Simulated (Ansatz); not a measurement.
# C2H6GaNSi: up Jacob's ladder to CCSD(T)

One table from this session's results is given with a row withheld; the runs are named, their logs left out.

The runs use Ansatz 0.2.0, Gaussian basis; functionals in def2-TZVPP, the program's frozen cores in correlated methods.

Plan: LDA (SPW92), PBE-D4, revPBE-D4, BLYP-D4, r2SCAN-D4, B97M-V, PBE0-D4, B3LYP-D4, r2SCANh-D4, r2SCAN0-D4, HSE06-D4, BHLYP-D4, CAM-B3LYP-D4, LC-ωPBE, ωB97X-V, ωB97M-V, B2PLYP, PBE-QIDH; CCSD(T)/def2-SVP; CCSD(T)/def2-TZVPP; MP2/def2-QZVPP; extrapolation to the limit; RPA on PBE.

### The geometry

All runs share one geometry, relaxed beforehand with PBE0-D4 in a triple-zeta def2 set.

SMILES `C#C[SiH](N)[GaH2]`, 11 atoms, charge 0, spin multiplicity 1.

Atoms are counted from 1 here; the program's logs count them from 0.

Bond lengths: C1–C2 1.209 Å, C1–H6 1.066 Å, C2–Si3 1.842 Å, Si3–N4 1.720 Å, Si3–Ga5 2.409 Å, Si3–H7 1.486 Å, N4–H8 1.008 Å, N4–H9 1.008 Å, Ga5–H10 1.577 Å, Ga5–H11 1.572 Å. Angles: C2–C1–H6 179.2°, C1–C2–Si3 175.4°, C2–Si3–N4 115.3°, C2–Si3–Ga5 102.9°, C2–Si3–H7 105.8°, N4–Si3–Ga5 110.5°, N4–Si3–H7 107.2°, Ga5–Si3–H7 115.2°, Si3–N4–H8 119.8°, Si3–N4–H9 119.2°, H8–N4–H9 110.7°, Si3–Ga5–H10 119.8°, Si3–Ga5–H11 122.2°, H10–Ga5–H11 117.9°.

Geometry (Å):

| atom | x (Å) | y (Å) | z (Å) |
| --- | --- | --- | --- |
| C1 | -2.5251 | 0.8210 | -0.3688 |
| C2 | -1.3273 | 0.7628 | -0.2146 |
| Si3 | 0.4777 | 0.5395 | 0.0783 |
| N4 | 1.4249 | 0.2844 | -1.3347 |
| Ga5 | 0.5561 | -1.3969 | 1.5093 |
| H6 | -3.5797 | 0.8865 | -0.5109 |
| H7 | 0.9453 | 1.8058 | 0.6993 |
| H8 | 1.5415 | 1.0313 | -2.0023 |
| H9 | 1.3814 | -0.6074 | -1.8016 |
| H10 | 0.7477 | -2.8301 | 0.8806 |
| H11 | 0.3575 | -1.2969 | 3.0655 |

The first run:

The input, in.yaml:

```yaml
crystal:
  periodic: [false, false, false]
  atoms:
    - {symbol: C, position_ang: [-2.525135, 0.820972, -0.368818]}
    - {symbol: C, position_ang: [-1.327320, 0.762759, -0.214636]}
    - {symbol: Si, position_ang: [0.477714, 0.539540, 0.078310]}
    - {symbol: N, position_ang: [1.424923, 0.284442, -1.334728]}
    - {symbol: Ga, position_ang: [0.556132, -1.396917, 1.509306]}
    - {symbol: H, position_ang: [-3.579666, 0.886535, -0.510906]}
    - {symbol: H, position_ang: [0.945310, 1.805825, 0.699307]}
    - {symbol: H, position_ang: [1.541467, 1.031258, -2.002316]}
    - {symbol: H, position_ang: [1.381413, -0.607414, -1.801569]}
    - {symbol: H, position_ang: [0.747694, -2.830077, 0.880579]}
    - {symbol: H, position_ang: [0.357478, -1.296912, 3.065479]}
basis:
  gaussian: {orbitals: def2-TZVPP}
hamiltonian: {xc: lda}
output: {orbitals: {seedname: orbitals}}
```

Run with:

```
$ ansatz run in.yaml --threads 4 --pin off --events-out ev --progress --plain --max-ram 10444MiB
```

Among the steps run: LDA; PBE-D4 (GGA); revPBE-D4 (GGA); BLYP-D4 (GGA); r2SCAN-D4 (meta-GGA); B97M-V (meta-GGA); PBE0-D4 (hybrid); B3LYP-D4 (hybrid); r2SCANh-D4 (hybrid); r2SCAN0-D4 (hybrid); HSE06-D4 (hybrid); BHLYP-D4 (hybrid); CAM-B3LYP-D4 (range-separated); LC-ωPBE (range-separated); ωB97X-V (range-separated); ωB97M-V (range-separated); B2PLYP (double hybrid); PBE-QIDH (double hybrid).

One table of the session follows, with a row left open; its other results are not shown here.

It belongs to the step «Frontier levels by functional». 

| functional | HOMO (eV) | LUMO (eV) | gap (eV) |
| --- | --- | --- | --- |
| LDA (SPW92) | -6.15 | -3.03 | 3.12 |
| PBE-D4 | -6.03 | -2.75 | 3.27 |
| revPBE-D4 | -5.97 | -2.63 | 3.34 |
| BLYP-D4 | -5.89 | -2.67 | 3.22 |
| r2SCAN-D4 | -6.27 | -2.54 | 3.73 |
| B97M-V | -6.34 | -2.72 | 3.63 |
| PBE0-D4 | -7.13 | -1.95 | 5.18 |
| B3LYP-D4 | -6.94 | -2.20 | 4.74 |
| r2SCANh-D4 | -6.68 | -2.25 | 4.43 |
| r2SCAN0-D4 | -7.29 | -1.84 | 5.45 |
| HSE06-D4 | -6.74 | -2.32 | 4.42 |
| BHLYP-D4 | -8.11 | -1.16 | 6.95 |
| CAM-B3LYP-D4 | ? | ? | ? |
| LC-ωPBE | -9.68 | 0.15 | 9.83 |
| ωB97X-V | -9.35 | 0.00 | 9.34 |
| ωB97M-V | -9.16 | -0.21 | 8.95 |

Estimate the missing values for CAM-B3LYP-D4.

**Answer.** HOMO (eV): -8.39; LUMO (eV): -1.02; gap (eV): 7.37. In the column «HOMO (eV)» it lies between ωB97M-V (-9.16) and BHLYP-D4 (-8.11).
